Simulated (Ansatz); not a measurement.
# CH3NOSi: a ladder of functionals and wavefunction methods

Aim: compute CH3NOSi with functionals from several rungs and with coupled cluster. The yardstick is the atomisation energy at the CCSD(T) limit.

The runs use Ansatz 0.2.0, Gaussian basis; functionals in def2-TZVPP, the program's frozen cores in correlated methods.

The runs, in order: LDA (SPW92), PBE-D4, revPBE-D4, BLYP-D4, r2SCAN-D4, B97M-V, PBE0-D4, B3LYP-D4, r2SCANh-D4, r2SCAN0-D4, HSE06-D4, BHLYP-D4, CAM-B3LYP-D4, LC-ωPBE, ωB97X-V, ωB97M-V, B2PLYP, PBE-QIDH; CCSD(T)/def2-SVP; CCSD(T)/def2-TZVPP; MP2/def2-QZVPP; extrapolation to the limit; RPA on PBE.

## 1. Structure used throughout

All runs share one geometry, relaxed beforehand with PBE0-D4 in a triple-zeta def2 set.

SMILES `O=C=N[SiH3]`, 7 atoms, charge 0, spin multiplicity 1.

Atoms are counted from 1 here; the program's logs count them from 0.

Bond lengths: O1–C2 1.165 Å, C2–N3 1.190 Å, N3–Si4 1.705 Å, Si4–H5 1.482 Å, Si4–H6 1.482 Å, Si4–H7 1.482 Å. Angles: O1–C2–N3 180.0°, C2–N3–Si4 179.9°, N3–Si4–H5 108.9°, N3–Si4–H6 108.9°, N3–Si4–H7 108.9°, H5–Si4–H6 110.0°, H5–Si4–H7 110.0°, H6–Si4–H7 110.0°.

Geometry (Å):

```mol
CH3NOSi
  3D, bonds by distance, orders not assigned

  7  6  0  0  0  0  0  0  0  0999 V2000
    1.1589   -2.4161    1.4292 O   0  0
    0.7166   -1.4908    0.8764 C   0  0
    0.2647   -0.5455    0.3114 N   0  0
   -0.3831    0.8101   -0.4954 Si  0  0
    0.7284    1.5984   -1.0772 H   0  0
   -1.1347    1.6347    0.4794 H   0  0
   -1.2895    0.3411   -1.5695 H   0  0
  1  2  8  0
  2  3  8  0
  3  4  8  0
  4  5  8  0
  4  6  8  0
  4  7  8  0
M  END
```

## 2. LDA

This LDA is Slater exchange with PW92 correlation.

Contents of in.yaml:

```yaml
crystal:
  periodic: [false, false, false]
  atoms:
    - {symbol: O, position_ang: [1.158912, -2.416144, 1.429204]}
    - {symbol: C, position_ang: [0.716576, -1.490786, 0.876393]}
    - {symbol: N, position_ang: [0.264667, -0.545476, 0.311380]}
    - {symbol: Si, position_ang: [-0.383052, 0.810077, -0.495422]}
    - {symbol: H, position_ang: [0.728421, 1.598408, -1.077166]}
    - {symbol: H, position_ang: [-1.134694, 1.634736, 0.479390]}
    - {symbol: H, position_ang: [-1.289530, 0.341086, -1.569478]}
basis:
  gaussian: {orbitals: def2-TZVPP}
hamiltonian: {xc: lda}
output: {orbitals: {seedname: orbitals}}
```

The runs that follow: PBE-D4 (GGA); revPBE-D4 (GGA); BLYP-D4 (GGA); r2SCAN-D4 (meta-GGA); B97M-V (meta-GGA); PBE0-D4 (hybrid); B3LYP-D4 (hybrid); r2SCANh-D4 (hybrid); r2SCAN0-D4 (hybrid); HSE06-D4 (hybrid); BHLYP-D4 (hybrid); CAM-B3LYP-D4 (range-separated); LC-ωPBE-D4 (range-separated); ωB97X-V (range-separated); ωB97M-V (range-separated); B2PLYP (double hybrid); PBE-QIDH (double hybrid); CCSD(T) in def2-SVP; CCSD(T) in def2-TZVPP; MP2 in def2-QZVPP; RPA on PBE orbitals.

Before running them: what should the planned runs give, taken together? Wanted: atomisation energy, CCSD(T)/CBS; farthest beyond LDA; mean size of error, GGA; mean size of error, meta-GGA; mean size of error, hybrid; mean size of error, range-separated; mean size of error, double hybrid; gap, smallest and largest; T1 diagnostic.

The runs gave:

| quantity | value |
| --- | --- |
| atomisation energy, CCSD(T)/CBS | 2777.4 kJ/mol |
| functionals within 13.9 kJ/mol (0.5 %) | PBE0-D4, r2SCANh-D4, HSE06-D4, LC-ωPBE, B2PLYP |
| farthest beyond LDA | PBE-D4 (+104.4 kJ/mol) |
| mean size of error, GGA | 61.4 kJ/mol |
| mean size of error, meta-GGA | 24.6 kJ/mol |
| mean size of error, hybrid | 36.3 kJ/mol |
| mean size of error, range-separated | 22.3 kJ/mol |
| mean size of error, double hybrid | 12.1 kJ/mol |
| gap, smallest and largest | 6.54 eV (LDA (SPW92)), 13.62 eV (LC-ωPBE) |
| T1 diagnostic | 0.0156 |
| triples share of the correlation energy | 4.4 % |

What this shows: LDA overbinds by 462.3 kJ/mol (17 %). PBE-D4 is off by +104.4 kJ/mol. Double hybrids carry the basis error of their MP2 part in triple zeta, and no dispersion term here, so their miss is partly the set-up's. By mean error the best rung here is double hybrid (12.1 kJ/mol) and the worst beyond LDA is GGA (61.4 kJ/mol). The reference freezes the cores and leaves out relativity and excitations past (T), so misses under about 13.9 kJ/mol can't be ranked. Hartree-Fock recovers 69 % of the binding; the rest is correlation. CCSD(T) in def2-SVP is off by -174.3 kJ/mol, more than most functionals: a good method in a small basis is no reference. The gap grows from 6.5 to 13.6 eV across the functionals, mostly with the share of exact exchange.
